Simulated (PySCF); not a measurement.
**C₄H₇BrN₂Si: electronic excitations**

What electronic excitations should C₄H₇BrN₂Si (`C[SiH2]n1cncc1Br`) show?

Programs: PySCF 2.14.0, with density-fitted response routines of our own. Each step states its level of theory. These are calculated values for one molecule in the gas phase, unless marked as measured. Atoms count from 0, in the outputs and in this text.

## Step 1: Starting geometry

15 atoms, charge 0, multiplicity 1; geometry from: GFN2-xTB.

Bonds of the start (Å): C0–Si1 1.89, Si1–N2 1.77, N2–C3 1.36, C3–N4 1.30, N4–C5 1.36, C5–C6 1.36, C6–Br7 1.87, C6–N2 1.37, C0–H8 1.09, C0–H9 1.09, C0–H10 1.09, Si1–H11 1.46, Si1–H12 1.46, C3–H13 1.07, C5–H14 1.07.

## Step 2: TDDFT and polarisability: PBE0/def2-SVPD

Job settings and geometry (Å):

```
{"job": {"kind": "uv", "xc": "PBE0", "basis": "def2-SVPD", "nstates": 8, "ntriplets": 3}, "charge": 0, "multiplicity": 1}
C     -2.282484    -0.290006    -0.448368
Si    -1.087378     0.238684     0.920890
N      0.552676     0.259704     0.257233
C      1.354677     1.329231     0.002200
N      2.509994     1.001698    -0.494124
C      2.507761    -0.354650    -0.585667
C      1.310192    -0.814958    -0.126655
Br     0.658905    -2.561407     0.022118
H     -2.117092    -1.319287    -0.756748
H     -3.309546    -0.212436    -0.105484
H     -2.178834     0.340153    -1.329163
H     -1.255833     1.632750     1.326872
H     -1.055554    -0.674347     2.061623
H      1.041851     2.333960     0.198661
H      3.346252    -0.901101    -0.965301
```

Method: TDDFT PBE0/def2-SVPD, vertical, gas phase, core orbitals frozen in the response.

Command:

```
OMP_NUM_THREADS=1 python probes_run.py task.json out
```

One launch serves the whole session: the jobs run in the order shown.

Predict these results of the whole session: lowest singlet (PBE0/def2-SVPD); brightest single state of those computed; lowest triplet; surface potential, 1st and 99th percentile.

**Answer**, as computed:

```
                                quantity                        value
         lowest singlet (PBE0/def2-SVPD)  5.07 eV (244 nm), f = 0.000
brightest single state of those computed  state 2, 5.92 eV, f = 0.086
                          lowest triplet                      4.27 eV
   surface potential, 1st and 99th percentile           -1.86 V and 1.31 V
```

**Reading.** The first singlet state (HOMO→LUMO 0.91) lies at 5.07 eV and is dark; of the 8 states computed, the strongest absorption comes from state 2 at 5.92 eV. The lowest triplet lies 0.80 eV below the lowest singlet (triplets in Tamm-Dancoff, singlets in full TDDFT).
